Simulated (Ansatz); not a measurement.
Consider a scan of the Hubbard U of BaTiO3, space group P4mm (the Python package of Ansatz (0.2.0)).

Script `plus_u_batio3.py`:
```python
"""DFT+U scan for BaTiO3."""

import warnings

import ansatz as az
import numpy as np


def count_gap(report):
    # lowest empty less highest filled band, counting bands; zero where they overlap
    return max(report.get("gap_by_band_count_ev") or 0.0, 0.0)

warnings.simplefilter("ignore", az.DeckWarning)

vectors = np.array([
    [3.9998, 0.0, 0.0],
    [0.0, 3.9998, 0.0],
    [0.0, 0.0, 4.018],
])
batio3 = (
    az.Lattice.of(vectors)
    .atom("Ba", (0.0, 0.0, 0.0))
    .atom("Ti", (0.5, 0.5, 0.49))
    .atom("O", (0.5, 0.5, 0.019))
    .atom("O", (0.5, 0.0, 0.517))
    .atom("O", (0.0, 0.5, 0.517))
)

job = (
    batio3.calculation()
    .functional("pbe")
    .kpoints(6, 6, 6, center="gamma")
    .occupations(az.OccupationsMethod.FIXED)
    .scf(tolerance=1e-10)
    .band_table()
)
rows = []
for u in [0.0, 1.5, 3.0, 4.5, 6.0]:
    data = job.hubbard("Ti", "d", u_eff=u).run(threads=1, backend="cpu").report
    shell = data["hubbard"]["n_scf"]
    rows.append((u, count_gap(data), sum(shell) / len(shell), data["n_iterations"]))
print("      U_eff eV  gap by band count eV  Ti d occupation (projector)      iterations")
for row in rows:
    print(f"{str(row[0]):>14s}  {row[1]:20.3f}  {row[2]:27.4f}  {row[3]:14d}")
print("eigenvalues of the first occupation matrix at the last U, by spin:")
for channel in data["hubbard"]["n_eig"][0]:
    print("  ", " ".join(f"{n:.3f}" for n in channel))
```

What does raising U do here?

From U = 0 to 6 eV the gap on the mesh goes from 1.84 eV to 2.60 eV.

The output:

```console
$ python plus_u_batio3.py
      U_eff eV  gap by band count eV  Ti d occupation (projector)      iterations
           0.0                 1.836                       2.3671              11
           1.5                 1.993                       2.3037              11
           3.0                 2.170                       2.2375              12
           4.5                 2.371                       2.1685              11
           6.0                 2.600                       2.0968              12
eigenvalues of the first occupation matrix at the last U, by spin:
   0.153 0.161 0.161 0.285 0.288
```

No spin polarisation was allowed. Semilocal gaps usually lie well under measured ones. The Fermi level of a run with fixed occupations marks the highest occupied state on its mesh, not mid-gap. Of the deposited cell: the entry's cell lengths or inner coordinates differ somewhat from later room-temperature determinations. The starting cell is as deposited in a crystallographic database; the results hold for this polymorph, which needn't be the stable one. Levels are Kohn-Sham eigenvalues on this mesh, without spin-orbit coupling. Shell occupations and the effect of U depend on the projectors; a run with no .spin step is spin-unpolarised, and each U may end in a state that isn't the lowest. It ran for 43 s on 1 thread of Intel(R) Xeon(R) Processor @ 2.30GHz, with other jobs on the host, peak memory 0.59 GiB.
